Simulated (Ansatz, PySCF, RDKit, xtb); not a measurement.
**BeNSF: from the formula to a structure**

Only the formula BeNSF is given. Aim: find the structure of lowest free energy at 298.15 K, then its properties.

Plan: many cheap relaxations first (GFN2-xTB), then density-functional screening, relaxation at PBE0-D3(BJ)/pcseg-1, vibrations and a final energy. The numbers are computed, not measured.

7 further runs of the same task are left out: 7 set aside as unsound or not needed.

## Step 1: Possible bonding patterns

A program enumerates the bonding patterns with one Lewis structure each (two rings at most, one unusual centre or charged pair), with their diastereomers. O–O, O–halogen and N–halogen bonds and N–N–N chains are not drawn. That gives 4 candidates.

| label | SMILES | spin |
| --- | --- | --- |
| c494 | [F][Be][N]=S | singlet |
| c623 | N#[S][Be][F] | singlet |
| c795 | [F][Be-]1[N]=[S+]1 | singlet |
| c983 | F[S@@]1=[N][Be]1 | singlet |

Candidates are built by distance geometry, with a force field where one applies, in up to four conformers (letters a to d). 5 starts with atoms placed at random are added, to find patterns that the rules miss.

Q: Predict the outcome of this search (final energies at CCSD(T)/def2-TZVPP).

| quantity | value |
| --- | --- |
| lowest structure found | [F][Be][N]=S, triplet, C∞v |
| next finalist | [F][Be][N]=S, singlet, 19.0 kcal/mol higher in G |
| share at equilibrium, among the finalists | 100.0 % |
| harmonic wavenumbers, lowest and highest (PBE0-D3(BJ)/pcseg-1) | 112 and 1615 cm⁻¹ |
| rotational constants, same geometry | 0.06735 cm⁻¹ |
| dipole moment (PBE0/def2-TZVPD) | 1.13 D |
| HOMO energy (highest over α and β) (PBE0/def2-TZVPD) | -6.78 eV |
| LUMO energy (lowest over α and β) (PBE0/def2-TZVPD) | -3.00 eV |
| lowest excitation (TD-B3LYP/def2-SVPD) | 4.22 eV (f = 0.000) |
| vertical ionisation energy (to the doublet cation) | 9.34 eV |
| vertical electron affinity | 0.97 eV |
| vertical singlet less triplet | +1.10 eV |

The lowest structure found is `[F][Be][N]=S`. Among the finalists first place is clear (19.0 kcal/mol); structures outside the list aren't covered. r2SCAN-D4/def2-SVP, PBE0-D3(BJ)/pcseg-1, HF/def2-TZVPP and MP2/def2-TZVPP already put its bonding pattern lowest among the structures in one piece. The closed-shell singlet of the same pattern is poorly described by one determinant, so the gap to it is too large. The stability test raises a flag; for an open shell a flag towards a general spinor solution can be the free rotation of the spin. The search is not exhaustive (a finite list of starts, one conformer a finalist), so a lower isomer can't be ruled out. The lowest isomer need not be the one that is made and kept in a bottle, which depends on barriers.
